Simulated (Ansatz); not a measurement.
# ZnH (doublet): the correlation ladder, def2-SVP

Aim: climb from Hartree-Fock through coupled cluster and multireference methods for ZnH (doublet) at one geometry and basis, and see what each rung misses.

Program: Ansatz 0.2.0, Gaussian basis. Level of theory: def2-SVP, core rule «outside noble gas», up to 9 orbitals frozen. These are calculated values, not measurements.

To be run: UHF; CCSD(T) on ROHF; CCSD(T) on UHF; CISD; CCSDT(Q) on ROHF; CCSDT(Q) on UHF; CCSDTQ on ROHF; CCSDTQ on UHF; CASSCF and MRCISD+Q, 13 electrons in 7 orbitals; CASSCF and NEVPT2, 13 electrons in 7 orbitals.

4 further runs of the same task are left out: 4 set aside as unsound or not needed.

### 1 What is computed

The geometry is a PBE0/def2-TZVP stationary point (not a proven minimum).

2 atoms, charge 0, spin multiplicity 2.

Atoms are counted from 1 here; the program's logs count them from 0.

Bond lengths: Zn1–H2 1.617 Å.

Coordinates:

```xyz
2

Zn    0.00000    0.00000    0.00000
H     0.00000    0.00000    1.61720
```

### 2 UHF

The input, in.yaml:

```yaml
crystal:
  periodic: [false, false, false]
  atoms:
    - {symbol: Zn, position_ang: [0.000000, 0.000000, 0.000000]}
    - {symbol: H, position_ang: [0.000000, 0.000000, 1.617200]}
basis:
  gaussian: {orbitals: def2-SVP}
magnetization: {spin_polarized: true, initial_magnetization: 1}
hamiltonian: {xc: hf}
output: {orbitals: {seedname: orbitals}}
```

Run with:

```console
$ ansatz run in.yaml --threads 1 --pin off --events-out ev --progress --plain --max-ram 4096MiB --backend cpu
```

Further steps of the session: CCSD(T) on ROHF; CCSD(T) on UHF; CISD; CCSDT(Q) on ROHF; CCSDT(Q) on UHF; CCSDTQ on ROHF; CCSDTQ on UHF; CASSCF and MRCISD+Q, 13 electrons in 7 orbitals; CASSCF and NEVPT2, 13 electrons in 7 orbitals.

**Question.** What will the summary of the whole plan be? Wanted: UCCSDTQ below the RHF energy; RMP2 from UCCSDTQ; UMP2 from UCCSDTQ; RCCSD from UCCSDTQ; RCCSD(T) from UCCSDTQ; UCCSD(T) from UCCSDTQ; RCCSDT(Q) from UCCSDTQ; UCCSDT(Q) from UCCSDTQ; NEVPT2 valence from UCCSDTQ.

The runs gave:

| quantity | value |
| --- | --- |
| UCCSDTQ below the RHF energy | -7.9033 eV |
| RMP2 from UCCSDTQ | -10.9 kJ/mol |
| UMP2 from UCCSDTQ | -14.2 kJ/mol |
| RCCSD from UCCSDTQ | +17.5 kJ/mol |
| RCCSD(T) from UCCSDTQ | -2.4 kJ/mol |
| UCCSD(T) from UCCSDTQ | -2.6 kJ/mol |
| RCCSDT(Q) from UCCSDTQ | +1.2 kJ/mol |
| UCCSDT(Q) from UCCSDTQ | +0.9 kJ/mol |
| NEVPT2 valence from UCCSDTQ | +92.5 kJ/mol |
| MRCISD+Q valence from UCCSDTQ | +21.9 kJ/mol |
| levels within 1 kcal/mol (43 meV) | RCCSD(T), UCCSD(T), RCCSDT, UCCSDT, RCCSDT(Q), UCCSDT(Q), RCCSDTQ |
| T1 diagnostic | 0.024 |
| effectively unpaired electrons | 1.00 |

In words: RCCSD(T) lands -2.4 kJ/mol from the yardstick (0.3 % of the correlation energy). One determinant dominates. Of the multireference levels listed MRCISD+Q valence comes nearest in total energy (+21.9 kJ/mol), which doesn't show that its space is the better one. These misses are within one basis, not against nature; the frozen cores of restricted and unrestricted runs differ, which can shift their rows.
